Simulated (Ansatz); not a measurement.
# CH₃F₂Ga: up Jacob's ladder to CCSD(T)

An exercise on one series of results from a longer session: the logs are not shown, and one member is left open.

Program: Ansatz 0.2.0, Gaussian basis. Level of theory: functionals in def2-TZVPP, the program's frozen cores in correlated methods. These are calculated values, not measurements.

The runs, in order: LDA (SPW92), PBE-D4, revPBE-D4, BLYP-D4, r2SCAN-D4, B97M-V, PBE0-D4, B3LYP-D4, r2SCANh-D4, r2SCAN0-D4, HSE06-D4, BHLYP-D4, CAM-B3LYP-D4, LC-ωPBE, ωB97X-V, ωB97M-V, B2PLYP, PBE-QIDH; CCSD(T)/def2-SVP; CCSD(T)/def2-TZVPP; MP2/def2-QZVPP; extrapolation to the limit; RPA on PBE.

## Structure used throughout

The geometry comes from an earlier relaxation with PBE0-D4 in a triple-zeta def2 set; it is a stationary point, not always the lowest conformer.

SMILES `F[CH](F)[GaH2]`, 7 atoms, charge 0, spin multiplicity 1.

Atoms are counted from 1 here; the program's logs count them from 0.

Bond lengths: F1–C2 1.375 Å, C2–F3 1.368 Å, C2–Ga4 2.025 Å, C2–H5 1.096 Å, Ga4–H6 1.567 Å, Ga4–H7 1.563 Å. Angles: F1–C2–F3 107.1°, F1–C2–Ga4 107.6°, F1–C2–H5 106.6°, F3–C2–Ga4 110.8°, F3–C2–H5 106.8°, Ga4–C2–H5 117.4°, C2–Ga4–H6 119.1°, C2–Ga4–H7 117.3°, H6–Ga4–H7 123.6°.

The first run:

in.yaml

```yaml
crystal:
  periodic: [false, false, false]
  atoms:
    - {symbol: F, position_ang: [-0.149913, -1.605825, 0.831774]}
    - {symbol: C, position_ang: [0.533647, -0.449318, 0.537057]}
    - {symbol: F, position_ang: [1.662769, -0.812126, -0.145601]}
    - {symbol: Ga, position_ang: [-0.669892, 0.695690, -0.621182]}
    - {symbol: H, position_ang: [0.862923, -0.027940, 1.493183]}
    - {symbol: H, position_ang: [-1.331685, 1.974316, -0.002960]}
    - {symbol: H, position_ang: [-0.907858, 0.225213, -2.092271]}
basis:
  gaussian: {orbitals: def2-TZVPP}
hamiltonian: {xc: lda}
output: {orbitals: {seedname: orbitals}}
```

Launch:

```sh
> ansatz run in.yaml --threads 2 --pin off --events-out ev --progress --plain --max-ram 4352MiB
```

Steps of the session up to this table: LDA; PBE-D4 (GGA); revPBE-D4 (GGA); BLYP-D4 (GGA); r2SCAN-D4 (meta-GGA); B97M-V (meta-GGA); B3LYP-D4 (hybrid); r2SCANh-D4 (hybrid); r2SCAN0-D4 (hybrid); HSE06-D4 (hybrid); BHLYP-D4 (hybrid); CAM-B3LYP-D4 (range-separated); LC-ωPBE (range-separated); ωB97X-V (range-separated); ωB97M-V (range-separated); B2PLYP (double hybrid); PBE-QIDH (double hybrid).

One table of the session follows, with a row left open; its other results are not shown here.

It belongs to the step «Orbital energies across the functionals». 

| functional | HOMO (eV) | LUMO (eV) | gap (eV) |
| --- | --- | --- | --- |
| LDA (SPW92) | -6.60 | -3.17 | 3.43 |
| PBE-D4 | -6.44 | -2.87 | 3.57 |
| revPBE-D4 | -6.37 | -2.73 | 3.64 |
| BLYP-D4 | -6.38 | -2.85 | 3.53 |
| r2SCAN-D4 | -6.74 | -2.60 | 4.13 |
| B97M-V | -6.84 | -2.84 | 4.01 |
| PBE0-D4 | -7.87 | -2.06 | 5.81 |
| B3LYP-D4 | -7.69 | -2.37 | 5.32 |
| r2SCANh-D4 | -7.27 | -2.32 | 4.95 |
| r2SCAN0-D4 | -8.08 | -1.90 | 6.18 |
| HSE06-D4 | -7.47 | -2.42 | 5.04 |
| BHLYP-D4 | ? | ? | ? |
| CAM-B3LYP-D4 | -9.31 | -1.20 | 8.12 |
| LC-ωPBE | -10.60 | 0.08 | 10.67 |
| ωB97X-V | -10.26 | -0.09 | 10.17 |
| ωB97M-V | -10.14 | -0.34 | 9.80 |

Estimate the missing values for BHLYP-D4.

Worked estimate for «HOMO (eV)». Against the share of exact exchange, BLYP-D4 (0, -6.38), B3LYP-D4 (0.2, -7.69) give a slope of -6.55 per unit share; at 0.5 the line stands at -9.65.

The run gave: HOMO (eV): -9.27; LUMO (eV): -1.35; gap (eV): 7.92. In «HOMO (eV)» the line misses by -0.38.
